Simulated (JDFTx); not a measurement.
# MnO2 (P4_2/mnm) in JDFTx: reference runs

Reference runs on MnO2: the cell as given.

Everything below comes from runs of JDFTx 1.7.0 (patched build). Logs are shortened: lines on timing, memory, paths and dates and some standing lists are left out, and cuts for length are marked. The log counts tension as positive stress, the text compression.

## 1. Starting point

It takes space group P4_2/mnm (No. 136, tetragonal). Conventional cell: a = 4.400 Å, b = 4.400 Å, c = 2.867 Å, α = 90.00°, β = 90.00°, γ = 90.00°. Around Mn (site symmetry mmm) lie 6 O at 1.88 to 1.90 Å. Around O (site symmetry m2m) lie 3 Mn at 1.88 to 1.90 Å.

The cell is a database's computed one.

## 2. Single point, PBEsol, collinear spin, ferromagnetic start

MnO2.in reads:

```
lattice \
    8.3155857245     0.0000000000     0.0000000000 \
    0.0000000000     8.3155857245     0.0000000000 \
    0.0000000000     0.0000000000     5.4179920846
coords-type Lattice
ion Mn     0.5000000000     0.5000000000     0.5000000000 1
ion Mn     0.0000000000     0.0000000000     0.0000000000 1
ion O      0.8049161500     0.1950838500     0.5000000000 1
ion O      0.6950838500     0.6950838500     0.0000000000 1
ion O      0.1950838500     0.8049161500     0.5000000000 1
ion O      0.3049161500     0.3049161500     0.0000000000 1

ion-species pseudo/Mn.upf
ion-species pseudo/O.upf
elec-cutoff 48 384
elec-ex-corr gga-PBEsol
kpoint-folding 6 6 9
elec-smearing Fermi 0.0018374661
elec-n-bands 40
spintype z-spin
initial-magnetic-moments Mn 4 4
elec-initial-magnetization 8 no
electronic-SCF nIterations 100 energyDiffThreshold 1e-09
electronic-minimize nIterations 30 energyDiffThreshold 1e-7
converge-empty-states yes
forces-output-coords Cartesian

dump-name run.$VAR
dump End Ecomponents EigStats BandEigs Kpoints Forces Stress
```

Potentials or basis: PseudoDojo-SR-PBEsol-0.4.1-standard with smoothed tails.

The run is started by

```console
jdftx -c 1 -i MnO2.in -o MnO2.out
```

The program printed:

```text
*************** JDFTx 1.7.0 (patched build) ***************

Input parsed successfully to the following command list (including defaults):
[... the input with its defaults ...]

---------- Setting up symmetries ----------

Found 16 point-group symmetries of the bravais lattice
Found 16 space-group symmetries with basis
Applied RMS atom displacement 9.42253e-17 bohrs to make symmetries exact.

---------- Initializing the Grid ----------
R =
[      8.31559            0            0  ]
[            0      8.31559            0  ]
[            0            0      5.41799  ]
unit cell volume = 374.649
G =
[   0.755591          0          0  ]
[          0   0.755591          0  ]
[          0          0    1.15969  ]
Minimum fftbox size, Smin = [  76  76  48  ]
Chosen fftbox size, S = [  80  80  48  ]

---------- Initializing tighter grid for wavefunction operations ----------
R =
[      8.31559            0            0  ]
[            0      8.31559            0  ]
[            0            0      5.41799  ]
unit cell volume = 374.649
G =
[   0.755591          0          0  ]
[          0   0.755591          0  ]
[          0          0    1.15969  ]
Minimum fftbox size, Smin = [  52  52  36  ]
Chosen fftbox size, S = [  54  54  36  ]

---------- Exchange Correlation functional ----------
Initalized PBEsol GGA exchange.
Initalized PBEsol GGA correlation.

---------- Setting up pseudopotentials ----------
Width of ionic core gaussian charges (only for fluid interactions / plotting) set to 0

Reading pseudopotential file 'pseudo/Mn.upf':
  'Mn' pseudopotential, 'PBESOL' functional
  Generated using ONCVPSP code by D. R. Hamann
  15 valence electrons, 4 orbitals, 6 projectors, 1001 radial grid points, with lMax = 2
    3S    l: 0   occupation:  2.0   eigenvalue: -3.147368
    3P    l: 1   occupation:  6.0   eigenvalue: -2.002196
    3D    l: 2   occupation:  5.0   eigenvalue: -0.249683
    4S    l: 0   occupation:  2.0   eigenvalue: -0.188339
  Core radius for overlap checks: 1.55 bohrs.

Reading pseudopotential file 'pseudo/O.upf':
  'O' pseudopotential, 'PBESOL' functional
  Generated using ONCVPSP code by D. R. Hamann
  6 valence electrons, 2 orbitals, 5 projectors, 936 radial grid points, with lMax = 2
    2S    l: 0   occupation:  2.0   eigenvalue: -0.874950
    2P    l: 1   occupation:  4.0   eigenvalue: -0.329796
  Core radius for overlap checks: 1.39 bohrs.

Initialized 2 species with 6 total atoms.

Folded 1 k-points by 6x6x9 to 324 k-points.

---------- Setting up k-points, bands, fillings ----------
Reduced to 50 k-points under symmetry.
Computing the number of bands and number of electrons
Calculating initial fillings.
nElectrons:  54.000000   nBands: 40   nStates: 100

----- Setting up reduced wavefunction bases (one per k-point) -----
average nbasis = 5950.744 , ideal nbasis = 5950.862

---------- Setting up ewald sum ----------
Optimum gaussian width for ewald sums = 2.133501 bohr.
Real space sum over 891 unit cells with max indices [  4  4  5  ]
Reciprocal space sum over 2475 terms with max indices [  7  7  5  ]

---------- Allocating electronic variables ----------
Initializing wave functions:  linear combination of atomic orbitals
Note: number of bands (40) exceeds available atomic orbitals (36)
Mn (M=4) pseudo-atom majority spin occupations:   s ( 1 0.5 )  p ( 3 )  d ( 5 )
Mn (M=4) pseudo-atom minority spin occupations:   s ( 1 0 )  p ( 3 )  d ( 1.5 )
O pseudo-atom occupations:   s ( 2 )  p ( 4 )
	FillingsUpdate:  mu: +1.188437857  nElectrons: 54.000000  magneticMoment: [ Abs: 0.67283  Tot: +0.67283 ]
LCAOMinimize: Iter:   0  F: -254.4011950330068714  |grad|_K:  1.059e-02  alpha:  1.000e+00
	FillingsUpdate:  mu: +0.473808032  nElectrons: 54.000000  magneticMoment: [ Abs: 5.94591  Tot: +5.94335 ]
LCAOMinimize: Iter:   1  F: -270.7892756650472279  |grad|_K:  5.238e-03  alpha:  3.172e-01  linmin:  2.537e-01  cgtest: -3.614e-01
LCAOMinimize: 	Bad step direction: g.d > 0.
[... 37 lines of inner loops ...]
LCAOMinimize: 	Predicted alpha/alphaT>3.000000, increasing alphaT to 5.245299e-01.
	FillingsUpdate:  mu: +0.434263288  nElectrons: 54.000000  magneticMoment: [ Abs: 4.81033  Tot: +4.80179 ]
LCAOMinimize: Iter:  15  F: -271.4957279799303933  |grad|_K:  8.426e-07  alpha:  7.721e-01  linmin:  8.219e-05  cgtest: -4.359e-03
LCAOMinimize: Converged (|Delta F|<1.000000e-06 for 2 iters).

-------- Electronic minimization -----------
Will mix electronic density at each iteration.
	FillingsUpdate:  mu: +0.434263288  nElectrons: 54.000000  magneticMoment: [ Abs: 4.81033  Tot: +4.80179 ]
	FillingsUpdate:  mu: +0.428607982  nElectrons: 54.000000  magneticMoment: [ Abs: 4.81033  Tot: +4.80179 ]
SCF: Cycle:  0   F: -271.657538659515239   dF: -1.618e-01   |Residual|: 2.465e-01   |deigs|: 5.287e-02
	FillingsUpdate:  mu: +0.420323073  nElectrons: 54.000000  magneticMoment: [ Abs: 4.94912  Tot: +4.88759 ]
SCF: Cycle:  1   F: -271.655311546790358   dF: +2.227e-03   |Residual|: 2.379e-01   |deigs|: 1.724e-02
	FillingsUpdate:  mu: +0.405626215  nElectrons: 54.000000  magneticMoment: [ Abs: 5.31491  Tot: +5.20583 ]
SCF: Cycle:  2   F: -271.694296412743029   dF: -3.898e-02   |Residual|: 1.090e-01   |deigs|: 1.452e-02
	FillingsUpdate:  mu: +0.404739074  nElectrons: 54.000000  magneticMoment: [ Abs: 5.93437  Tot: +5.73949 ]
SCF: Cycle:  3   F: -271.690695455408104   dF: +3.601e-03   |Residual|: 6.530e-02   |deigs|: 5.121e-03
	FillingsUpdate:  mu: +0.401941033  nElectrons: 54.000000  magneticMoment: [ Abs: 6.06386  Tot: +5.89736 ]
SCF: Cycle:  4   F: -271.696150162159654   dF: -5.455e-03   |Residual|: 2.076e-02   |deigs|: 4.062e-03
	FillingsUpdate:  mu: +0.401571995  nElectrons: 54.000000  magneticMoment: [ Abs: 6.18398  Tot: +6.00241 ]
SCF: Cycle:  5   F: -271.696167840288524   dF: -1.768e-05   |Residual|: 6.821e-03   |deigs|: 6.092e-04
	FillingsUpdate:  mu: +0.401590685  nElectrons: 54.000000  magneticMoment: [ Abs: 6.18505  Tot: +6.00191 ]
SCF: Cycle:  6   F: -271.696182942633698   dF: -1.510e-05   |Residual|: 2.442e-03   |deigs|: 1.153e-04
	FillingsUpdate:  mu: +0.401711234  nElectrons: 54.000000  magneticMoment: [ Abs: 6.17532  Tot: +5.99130 ]
SCF: Cycle:  7   F: -271.696185608479425   dF: -2.666e-06   |Residual|: 5.520e-04   |deigs|: 1.087e-04
	FillingsUpdate:  mu: +0.401757572  nElectrons: 54.000000  magneticMoment: [ Abs: 6.17457  Tot: +5.99021 ]
SCF: Cycle:  8   F: -271.696185845657908   dF: -2.372e-07   |Residual|: 2.743e-04   |deigs|: 5.070e-05
	FillingsUpdate:  mu: +0.401765057  nElectrons: 54.000000  magneticMoment: [ Abs: 6.17556  Tot: +5.99108 ]
SCF: Cycle:  9   F: -271.696185887192826   dF: -4.153e-08   |Residual|: 1.088e-04   |deigs|: 3.029e-05
	FillingsUpdate:  mu: +0.401765325  nElectrons: 54.000000  magneticMoment: [ Abs: 6.17580  Tot: +5.99107 ]
SCF: Cycle: 10   F: -271.696185900977582   dF: -1.378e-08   |Residual|: 5.550e-05   |deigs|: 2.528e-05
	FillingsUpdate:  mu: +0.401768639  nElectrons: 54.000000  magneticMoment: [ Abs: 6.17556  Tot: +5.99078 ]
SCF: Cycle: 11   F: -271.696185906495316   dF: -5.518e-09   |Residual|: 1.776e-05   |deigs|: 2.524e-05
	FillingsUpdate:  mu: +0.401768970  nElectrons: 54.000000  magneticMoment: [ Abs: 6.17562  Tot: +5.99080 ]
SCF: Cycle: 12   F: -271.696185908172254   dF: -1.677e-09   |Residual|: 9.808e-06   |deigs|: 2.393e-05
	FillingsUpdate:  mu: +0.401769270  nElectrons: 54.000000  magneticMoment: [ Abs: 6.17568  Tot: +5.99081 ]
SCF: Cycle: 13   F: -271.696185908861992   dF: -6.897e-10   |Residual|: 2.516e-06   |deigs|: 2.429e-05
	FillingsUpdate:  mu: +0.401769263  nElectrons: 54.000000  magneticMoment: [ Abs: 6.17567  Tot: +5.99080 ]
SCF: Cycle: 14   F: -271.696185909066457   dF: -2.045e-10   |Residual|: 2.881e-06   |deigs|: 2.230e-05
SCF: Converged (|Delta E|<1.000000e-09 for 2 iters).

Setting wave functions to eigenvectors of Hamiltonian
Converging empty states (this may take a while):
EmptyStates: None of the convergence criteria satisfied.
|deigs|: 2.714e-04

# Stress tensor in Cartesian coordinates [Eh/a0^3]:
[  9.20308e-05            0            0  ]
[            0  9.20308e-05            0  ]
[            0            0  0.000167442  ]

# Ionic positions in lattice coordinates:
ion Mn   0.500000000000000   0.500000000000000   0.500000000000000 1
ion Mn   0.000000000000000   0.000000000000000   0.000000000000000 1
ion O   0.804916150000000   0.195083850000000   0.500000000000000 1
ion O   0.695083850000000   0.695083850000000   0.000000000000000 1
ion O   0.195083850000000   0.804916150000000   0.500000000000000 1
ion O   0.304916150000000   0.304916150000000   0.000000000000000 1

# Forces in Cartesian coordinates:
force Mn   0.000000000000000   0.000000000000000   0.000000000000000 1
force Mn  -0.000000000000000   0.000000000000000   0.000000000000000 1
force O   0.001172264038950  -0.001172264038950   0.000000000000000 1
force O  -0.001172264038949  -0.001172264038949   0.000000000000000 1
force O  -0.001172264038950   0.001172264038949   0.000000000000000 1
force O   0.001172264038950   0.001172264038949  -0.000000000000000 1

# Energy components:
   Eewald =     -182.9702152725915880
       EH =       77.0120490291240429
     Eloc =     -239.8611587104043963
      Enl =      -24.3970669830363818
      Exc =      -52.6193981692908253
 Exc_core =       11.8698563542106879
       KE =      139.2699974360439512
-------------------------------------
     Etot =     -271.6959363159445502
       TS =        0.0002495931219153
-------------------------------------
        F =     -271.6961859090664575

IonicMinimize: Iter:   0  F: -271.696185909066457  |grad|_K:  7.815e-04
IonicMinimize: None of the convergence criteria satisfied after 0 iterations.

#--- Lowdin population analysis ---
# oxidation-state Mn +1.480 +1.480
# magnetic-moments Mn +2.733 +2.733
# oxidation-state O -0.689 -0.689 -0.689 -0.689
# magnetic-moments O +0.121 +0.121 +0.121 +0.121

Dumping 'run.eigStats' ...
	eMin: -2.600754 at state 0 ( [ +0.000000 +0.000000 +0.000000 ] spin 1 )
	HOMO: +0.399563 at state 45 ( [ +0.500000 +0.500000 +0.000000 ] spin 1 )
	mu  : +0.401769
	LUMO: +0.403713 at state 50 ( [ +0.000000 +0.000000 +0.000000 ] spin -1 )
	eMax: +1.005428 at state 53 ( [ +0.000000 +0.000000 +0.333333 ] spin -1 )
	HOMO-LUMO gap: +0.004150
	Optical gap  : +0.006469 at state 29 ( [ +0.166667 +0.333333 +0.444444 ] spin 1 )
WARNING: the last solve of the electrons (or of bands or displaced states from it) ended unconverged.
Done!
[note: the HOMO, LUMO and gaps printed at the end count levels as full or empty at half filling, so they show a gap where a level is partly filled]
```

Wall time 13 min (1 thread of Intel Xeon 6975P-C (Granite Rapids), shared host); peak memory 1.3 GiB.

What came out:

```yaml
Free_energy: -7393.2299 eV
Pressure: -3.4 GPa
Largest_force: 0.085 eV/Å
Band_gap_on_the_k_mesh: none (metal or under the smearing width)
Net_moment: 5.99 μB per cell
Absolute_moment: 6.18 μB per cell
Site_moments: Mn +2.73; O +0.12 μB
Loewdin_charges: Mn +1.48; O -0.69 e
```

Forces on the atoms (eV/Å):
```
Mn   0.000  0.000  0.000
Mn   0.000  0.000  0.000
O    0.060 -0.060  0.000
O   -0.060 -0.060  0.000
O   -0.060  0.060  0.000
O    0.060  0.060  0.000
```

Levels at points of the mesh, in eV from the Fermi level:
Spin up:
```
           k point  band 28  band 29  band 30  band 31  band 32  band 33
(0.00, 0.00, 0.00)    -1.38    -0.77    -0.32    -0.14     2.61     2.61
(0.00, 0.50, 0.00)    -1.49    -0.73    -0.73     2.09     2.09     2.35
(0.50, 0.50, 0.00)    -2.32    -0.06    -0.06     1.35     1.35     2.57
```
Spin down:
| k point | band 22 | band 23 | band 24 | band 25 | band 26 | band 27 |
| --- | --- | --- | --- | --- | --- | --- |
| (0.00, 0.00, 0.00) | -1.09 | -1.09 | -0.48 | 0.05 | 0.35 | 0.53 |
| (0.00, 0.50, 0.00) | -3.02 | -1.34 | -1.34 | 0.74 | 0.74 | 1.13 |
| (0.50, 0.50, 0.00) | -2.68 | -2.10 | -2.10 | 0.08 | 0.08 | 0.54 |

Caveat: the empty levels aren't tightly converged; semilocal functionals often make such compounds metallic where correlation or magnetic order opens a gap, which also shifts bond lengths; only a ferromagnetic start was run, and an antiferromagnetic order may lie lower in energy.
